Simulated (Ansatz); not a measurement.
# MnB6: the cost of one run

Computed with Ansatz 0.2.0 (DFT PBE, scalar-relativistic, plane waves, PAW, unless a step names another level, unless a step's input says otherwise).

3 further runs of the same task are left out: 3 set aside as unsound or not needed. Runs told in other sessions of the task aren't counted.

## Step 1: The starting structure

It takes space group Cmmm (No. 65, orthorhombic). Conventional cell: a = 5.084 Å, b = 5.845 Å, c = 3.620 Å, α = 90.00°, β = 90.00°, γ = 90.00°. Around Mn (site symmetry mmm) lie 12 B at 2.07 to 2.14 Å. B (site symmetry 2) is surrounded by 4 B at 1.73 to 1.84 Å and 2 Mn at 2.14 Å. Around B (site symmetry 2mm) lie 5 B at 1.73 to 2.02 Å and 2 Mn at 2.07 Å.

As a file:

```cif
data_structure
_symmetry_space_group_name_H-M 'P 1'
_symmetry_Int_Tables_number 1
_cell_length_a 3.8733
_cell_length_b 3.8733
_cell_length_c 3.6200
_cell_angle_alpha 90.000
_cell_angle_beta 90.000
_cell_angle_gamma 97.974
_cell_volume 53.78
loop_
_atom_site_label
_atom_site_type_symbol
_atom_site_fract_x
_atom_site_fract_y
_atom_site_fract_z
_atom_site_occupancy
Mn1 Mn 0.00000 0.00000 0.00000 1
B1 B 0.50000 0.00000 0.25384 1
B2 B 0.00000 0.50000 0.74616 1
B3 B 0.50000 0.00000 0.74616 1
B4 B 0.00000 0.50000 0.25384 1
B5 B 0.80153 0.80153 0.50000 1
B6 B 0.19847 0.19847 0.50000 1
```

It came out lowest among 21 distinct ends of the trial cells. At a tolerance of 0.05 Å it has space group Cmmm (No. 65).

## Step 2: Relaxing to 0.001 eV/Å, on the response runs' mesh and smearing

input.yaml

```yaml
crystal:
  lattice:
    - [2.5417712266, -2.9226113313, 0.0]
    - [2.5417712266, 2.9226113313, 0.0]
    - [0.0, 0.0, 3.6199658088]
  atoms:
    - { symbol: Mn, position: [0.0, 0.0, 0.0] }
    - { symbol: B, position: [0.5, 0.0, 0.2538392667] }
    - { symbol: B, position: [0.0, 0.5, 0.7461607333] }
    - { symbol: B, position: [0.5, 0.0, 0.7461607333] }
    - { symbol: B, position: [0.0, 0.5, 0.2538392667] }
    - { symbol: B, position: [0.8015342534, 0.8015342534, 0.5] }
    - { symbol: B, position: [0.1984657466, 0.1984657466, 0.5] }
basis:
  ecutwfc: 420
kpoints:
  mp_grid: { grid: [8, 8, 8] }
hamiltonian:
  xc: pbe
scf:
  occupations: { method: gaussian, width: 0.1 }
output:
  forces: true
  stress: true
  eigenvalues: true
relax:
  adjacent_minimum: "off"
  f_tol: 0.001
  max_steps: 60
  cell: { stress_tol: 0.01 }
```

The run is started by

```
$ ansatz run input.yaml --threads 3 --pin off --max-ram 7680MiB --backend cpu --events-out ev --progress --plain --runs-dir out
```

What time and memory should one allow on 3 threads of Intel Xeon 6975P-C (Granite Rapids), shared host?

About 10 s, with a peak of 0.48 GiB.
